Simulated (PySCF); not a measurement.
# C7H8N2O: the cost of one run

Programs: PySCF 2.14.0, with routines of our own; each step states its level. All values are computed. Atoms count from 0.

### Step 1. The system as given

18 atoms, charge 0, multiplicity 1; geometry from: GFN2-xTB.

### Step 2. Magnetic properties: GIAO HF/pcSseg-1

The job: settings as JSON, then the geometry in Å.

```
{"job": {"kind": "mag", "xc": "HF", "basis": "pcSseg-1", "isotopologues": 0}, "charge": 0, "multiplicity": 1}
C     -1.686910     1.757461     1.034089
C     -1.530029     0.620866     0.382854
C     -0.722330     0.471520    -0.871853
N      0.097715    -0.731945    -0.857385
C     -0.223593    -1.745708    -1.714344
O     -1.137689    -1.714543    -2.494874
C      1.164536    -0.842245    -0.002109
C      1.557405     0.081055     0.888093
C      2.677814    -0.139210     1.703282
N      3.593389    -0.304431     2.375262
H     -1.221877     2.672236     0.702827
H     -2.296000     1.825626     1.918109
H     -2.010942    -0.285986     0.723390
H     -1.399842     0.355308    -1.726186
H     -0.087883     1.346570    -1.041412
H      0.456825    -2.608645    -1.616383
H      1.715320    -1.770923    -0.090096
H      1.045329     1.019312     1.035091
```

Method: GIAO HF/pcSseg-1 magnetisability, rotational g tensor and spin-rotation constants, non-relativistic, gas phase.

On the command line:

```bash
> OMP_NUM_THREADS=1 python excited_run.py task.json out
```

One launch serves the whole session: the jobs run in the order shown.

Q: Estimate the wall time and peak memory of this first job on 1 thread of Arm Neoverse V1, shared host.

About 39 s, with a peak of 0.93 GiB.
